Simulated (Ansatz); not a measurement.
# Si2Ge4H14: how energies converge with the basis set

An exercise on one series of results from a longer session: the logs are not shown, and one member is left open.

Computed with Ansatz 0.2.0, Gaussian basis. Level: one geometry, several basis sets.

The runs, in order: PBE0-D4/def2-SVP; ωB97M-V/def2-SVP; PBE0-D4/def2-QZVPP; ωB97M-V/def2-QZVPP; the functionals' def2-TZVPP values are taken from earlier runs.

1 further run of the same task is left out (it didn't finish).

## The relaxed structure

An earlier PBE0-D4 in a triple-zeta def2 set relaxation fixed the geometry.

SMILES `[GeH3][SiH2][SiH2][GeH2][GeH2][GeH3]`, 20 atoms, charge 0, spin multiplicity 1.

Atoms are counted from 1 here; the program's logs count them from 0.

Bond lengths: Ge1–Si2 2.381 Å, Ge1–H7 1.538 Å, Ge1–H8 1.537 Å, Ge1–H9 1.538 Å, Si2–Si3 2.334 Å, Si2–H10 1.489 Å, Si2–H11 1.489 Å, Si3–Ge4 2.381 Å, Si3–H12 1.490 Å, Si3–H13 1.489 Å, Ge4–Ge5 2.430 Å, Ge4–H14 1.541 Å, Ge4–H15 1.540 Å, Ge5–Ge6 2.424 Å, Ge5–H16 1.541 Å, Ge5–H17 1.541 Å, Ge6–H18 1.537 Å, Ge6–H19 1.537 Å and more. Angles: Si2–Ge1–H7 109.8°, Si2–Ge1–H8 111.6°, Si2–Ge1–H9 110.2°, H7–Ge1–H8 108.7°, H7–Ge1–H9 108.0°, H8–Ge1–H9 108.4°, Ge1–Si2–Si3 109.2°, Ge1–Si2–H10 109.5°, Ge1–Si2–H11 109.6°, Si3–Si2–H10 108.6°, Si3–Si2–H11 111.7°, H10–Si2–H11 108.3°, Si2–Si3–Ge4 108.5°, Si2–Si3–H12 110.0°, Si2–Si3–H13 110.7°, Ge4–Si3–H12 110.3°, Ge4–Si3–H13 108.8°, H12–Si3–H13 108.5° and more.

Set-up of the first run:

The input, in.yaml:

```yaml
crystal:
  periodic: [false, false, false]
  atoms:
    - {symbol: Ge, position_ang: [-1.800711, -0.865114, 1.822524]}
    - {symbol: Si, position_ang: [-1.451998, -1.611210, -0.411256]}
    - {symbol: Si, position_ang: [0.781246, -2.238123, -0.672494]}
    - {symbol: Ge, position_ang: [2.160104, -0.382843, -0.103298]}
    - {symbol: Ge, position_ang: [1.390119, 1.624887, -1.234217]}
    - {symbol: Ge, position_ang: [-0.386414, 2.755749, -0.033146]}
    - {symbol: H, position_ang: [-1.703463, -2.056364, 2.791165]}
    - {symbol: H, position_ang: [-3.179184, -0.205333, 1.991024]}
    - {symbol: H, position_ang: [-0.720776, 0.157265, 2.216762]}
    - {symbol: H, position_ang: [-1.747086, -0.499655, -1.357675]}
    - {symbol: H, position_ang: [-2.378029, -2.738329, -0.711448]}
    - {symbol: H, position_ang: [1.090965, -3.399966, 0.206763]}
    - {symbol: H, position_ang: [1.058501, -2.626944, -2.083364]}
    - {symbol: H, position_ang: [3.624109, -0.661683, -0.495589]}
    - {symbol: H, position_ang: [2.119472, -0.142661, 1.417501]}
    - {symbol: H, position_ang: [0.900908, 1.256568, -2.648182]}
    - {symbol: H, position_ang: [2.567837, 2.606462, -1.392120]}
    - {symbol: H, position_ang: [0.040517, 3.003242, 1.422488]}
    - {symbol: H, position_ang: [-1.672708, 1.914241, -0.030016]}
    - {symbol: H, position_ang: [-0.693419, 4.109812, -0.695421]}
basis:
  gaussian: {orbitals: def2-SVP}
hamiltonian: {xc: pbe0, dispersion: d4}
output: {orbitals: {seedname: orbitals}}
```

Among the steps run: PBE0-D4 in def2-SVP; ωB97M-V in def2-SVP; PBE0-D4 in def2-QZVPP; ωB97M-V in def2-QZVPP.

One table of the session follows, with a row left open; its other results are not shown here.

It belongs to the step «Density functionals: the series». 

```
functional       basis  HOMO (eV)
   PBE0-D4    def2-SVP      -7.70
   PBE0-D4  def2-TZVPP      -7.67
   PBE0-D4  def2-QZVPP      -7.67
   ωB97M-V    def2-SVP      -9.58
   ωB97M-V  def2-TZVPP          ?
   ωB97M-V  def2-QZVPP      -9.58
```

**Question.** Estimate the row for ωB97M-V, def2-TZVPP.

**Answer.** HOMO (eV): -9.59. In the column «HOMO (eV)» it is the lowest.
